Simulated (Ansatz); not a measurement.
# H2Se+ (doublet): from Hartree-Fock to the top rungs, cc-pVTZ

The task here is to estimate one member of a computed series from the others.

The runs use Ansatz 0.2.0, Gaussian basis; cc-pVTZ, core rule «outside noble gas», up to 14 orbitals frozen.

Plan: UHF; CCSD(T) on ROHF; CCSD(T) on UHF; BCCD(T) on ROHF; CISD; CCSDT(Q) on ROHF; CCSDT(Q) on UHF; CASSCF and MRCISD+Q, 7 electrons in 6 orbitals; CASSCF and NEVPT2, 7 electrons in 6 orbitals.

3 further runs of the same task are left out: 3 set aside as unsound or not needed.

**The system**

The geometry is a PBE0/def2-TZVP stationary point (not a proven minimum) of the parent state, kept for this charge and spin. No spin-orbit coupling is included. The filled d shell of Se may be among the frozen orbitals whatever the setting's name suggests; the logs give the count.

3 atoms, charge 1, spin multiplicity 2.

Atoms are counted from 1 here; the program's logs count them from 0.

Bond lengths: Se1–H2 1.467 Å, Se1–H3 1.467 Å. Angles: H2–Se1–H3 91.2°.

Set-up of the first run:

The input, in.yaml:

```yaml
crystal:
  periodic: [false, false, false]
  atoms:
    - {symbol: Se, position_ang: [0.000000, -0.025554, 0.000000]}
    - {symbol: H, position_ang: [0.000000, 1.000943, -1.047791]}
    - {symbol: H, position_ang: [0.000000, 1.000938, 1.047795]}
basis:
  gaussian: {orbitals: cc-pVTZ}
total_charge: 1
magnetization: {spin_polarized: true, initial_magnetization: 1}
hamiltonian: {xc: hf}
output: {orbitals: {seedname: orbitals}}
```

On the command line:

```console
$ ansatz run in.yaml --threads 1 --pin off --events-out ev --progress --plain --max-ram 4096MiB --backend cpu
```

Steps of the session up to this table: UHF; CCSD(T) on ROHF; CCSD(T) on UHF; BCCD(T) on ROHF; CISD; CCSDT(Q) on ROHF; CCSDT(Q) on UHF; CASSCF and MRCISD+Q, 7 electrons in 6 orbitals; CASSCF and NEVPT2, 7 electrons in 6 orbitals.

One of the session's tables, all rows but one given; the rest of the session is left out.

```
          method  from UCCSDT(Q) (kJ/mol)
            ROHF                   +441.1
             UHF                   +427.5
            RMP2                    +77.5
            UMP2                    +78.9
            CISD                    +31.5
           RCCSD                    +15.2
           UCCSD                    +14.6
        RCCSD(T)                     +2.6
        UCCSD(T)                        ?
         BCCD(T)                     +2.6
          RCCSDT                     +0.7
          UCCSDT                     +0.4
       RCCSDT(Q)                     +0.4
       UCCSDT(Q)                        0
  CASSCF valence                   +337.7
  NEVPT2 valence                    +73.9
  MRCISD valence                    +18.6
MRCISD+Q valence                     +1.4
```

**Question.** Estimate the row for UCCSD(T).

As computed: from UCCSDT(Q) (kJ/mol): +2.2. In the column «from UCCSDT(Q) (kJ/mol)» it lies between MRCISD+Q valence (+1.4) and RCCSD(T) (+2.6).

To keep in mind: Restricted and unrestricted rows rest on different reference determinants; where their highest levels disagree by more than a few hundredths of an eV, they describe different states and don't form one ladder.
